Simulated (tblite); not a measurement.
# C7H14Si2: the cost of one run

Computed with tblite 0.8.0 and PySCF 2.14.0, with density-fitted response routines of our own, on a single molecule in the gas phase. Atoms count from 0, in the outputs and in this text.

## (1) The starting structure

23 atoms, charge 0, multiplicity 1; geometry from: force field or distance geometry start.

Bonds of the start (Å): C0–C1 1.21, C1–Si2 1.84, Si2–Si3 2.19, Si3–C4 1.88, Si2–C5 1.87, C5–C6 1.48, C6–C7 1.52, C7–C8 1.50, C7–C5 1.48, C0–H9 1.05, Si2–H10 1.49, Si3–H11 1.49, Si3–H12 1.48, C4–H13 1.12, C4–H14 1.10, C4–H15 1.11, C5–H16 1.13, C6–H17 1.13, C6–H18 1.10, C7–H19 1.11, C8–H20 1.09, C8–H21 1.10, C8–H22 1.13.

## (2) Relaxing the molecule with GFN2-xTB

What the job is given:

```
{"job": {"kind": "relax", "xc": "GFN2-xTB", "basis": "xTB"}, "charge": 0, "multiplicity": 1}
C      2.174500     2.045200    -1.981300
C      1.445400     1.238200    -1.456200
Si     0.346300     0.004300    -0.646100
Si     1.583900    -1.152900     0.737800
C      3.201400    -0.293300     1.160000
C     -1.078400     0.922800     0.132700
C     -1.810100     0.399300     1.311000
C     -2.465500     0.439200    -0.058600
C     -2.781500    -0.933100    -0.582900
H      2.804400     2.755000    -2.435900
H     -0.154200    -0.900900    -1.714300
H      1.981800    -2.401500     0.024700
H      0.873800    -1.592100     1.957600
H      3.873700    -0.999900     1.712800
H      3.037600     0.632400     1.736300
H      3.772100    -0.049800     0.241800
H     -0.989300     2.045900     0.014700
H     -2.332700     1.111000     2.009600
H     -1.526600    -0.588500     1.699000
H     -3.240700     1.207800    -0.261000
H     -1.973000    -1.615200    -0.340400
H     -3.033400    -0.973900    -1.658000
H     -3.714200    -1.273000    -0.047400
```

Command:

```bash
OMP_NUM_THREADS=1 python probes_run.py task.json out
```

This one command runs all jobs of the session in turn.

Q: Estimate the wall time and peak memory of this first job on 1 thread of Arm Neoverse V1, shared host.

About 2.1 s, with a peak of 0.17 GiB.
